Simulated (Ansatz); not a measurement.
Run this with Ansatz 0.2.0 through its Python package and show what comes out.

The script, `compress.py`:
```python
# -*- coding: utf-8 -*-
import ansatz
import numpy as np

K_LENGTH = 24
XC = 'PBEsol'
VDW = 'D3(BJ)'
OCCUPATIONS = 'Methfessel-Paxton'
SIGMA = 0.15

def edges_and_angles(cell):
    cell = np.asarray(cell)
    a, b, c = np.linalg.norm(cell, axis=1)
    cosines = cell[1] @ cell[2] / (b * c), cell[0] @ cell[2] / (a * c), cell[0] @ cell[1] / (a * b)
    return (a, b, c, *np.degrees(np.arccos(cosines)))

vectors = np.array([
    [3.09712469, 0.0, 0.0],
    [-1.54856235, 2.68218866, 0.0],
    [0.0, 0.0, 6.79450025],
])
structure = (
    ansatz.Lattice.of(vectors)
    .atom('Zr', (0.0, 0.0, 0.5))
    .atom('Ti', (0.0, 0.0, 0.0))
    .atom('B', (1 / 3, 2 / 3, 0.76642941))
    .atom('B', (1 / 3, 2 / 3, 0.23357059))
    .atom('B', (2 / 3, 1 / 3, 0.76642941))
    .atom('B', (2 / 3, 1 / 3, 0.23357059))
)

base = (
    structure.calculation()
    .pseudopotentials('paw')
    .kpoints(length=K_LENGTH)
    .functional(XC, dispersion=VDW)
    .occupations(OCCUPATIONS, width=SIGMA)
)

rows = []
for pressure in [0, 5, 10, 20]:
    done = base.relax(cell=True, pressure=pressure).run()
    cell = done.lattice.cell_ang
    n_atoms = len(done.lattice.sites)
    volume = abs(np.linalg.det(cell)) / n_atoms
    enthalpy = done.report['free_energy_ev'] / n_atoms + pressure * volume / 160.21766
    rows.append((pressure, volume, enthalpy, *edges_and_angles(cell)))
    print(f'{pressure} GPa done: {volume:.4f} A^3/atom')

print(' P (GPa)  V (A^3/atom)  H (eV/atom)     a       b       c')
for row in rows:
    print('{:8.1f} {:12.4f} {:14.5f} {:7.4f} {:7.4f} {:7.4f}'.format(*row[:6]))
p, v = np.array([row[0] for row in rows], float), np.array([row[1] for row in rows])
print('mean bulk modulus between rows (GPa):', np.round(-np.diff(p) / np.diff(np.log(v)), 1))
```

Running `python compress.py` prints:
```text
DeckWarning: basis.ecutwfc = 420 eV, auto-derived from the records' recommended cutoffs: set by Zr (normal level)
0 GPa done: 8.9828 A^3/atom
5 GPa done: 8.8223 A^3/atom
10 GPa done: 8.6749 A^3/atom
20 GPa done: 8.4117 A^3/atom
 P (GPa)  V (A^3/atom)  H (eV/atom)     a       b       c
     0.0       8.9828    -1203.66558  3.0635  3.0635  6.6313
     5.0       8.8223    -1203.38780  3.0467  3.0467  6.5847
    10.0       8.6749    -1203.11481  3.0310  3.0310  6.5419
    20.0       8.4117    -1202.58179  3.0023  3.0023  6.4654
mean bulk modulus between rows (GPa): [277.3 296.8 324.5]
```
(Warnings from the package without file and line.)

The volume falls from 8.98 Å³ an atom at 0 GPa to 8.41 at 20 GPa, by 6.4 %. Between 0 and 5 GPa, -V dP/dV is about 277 GPa, a mean over that step.

Notes:
- Absolute energies stand on the zero of these potentials, so only differences at equal settings mean something.
- At a fixed pressure a relaxation lowers the enthalpy F + PV, while F alone can rise.
- Dispersion corrections can be off by several per cent in the lattices of metals, and by several GPa in the pressure at a fixed cell.
- For a metal this k-point mesh is coarse: on a finer one energies can move by several to tens of meV an atom and pressures by half a GPa or more, differences at one mesh by less.
- This cell is a computed structure, which may not be the phase found in nature.
- Symmetry holds the cell in this phase, whether or not it is the stable one at each pressure.
- Finished in 70 s on 1 thread of Arm Neoverse V2, with other jobs on the host, peak memory 0.48 GiB.
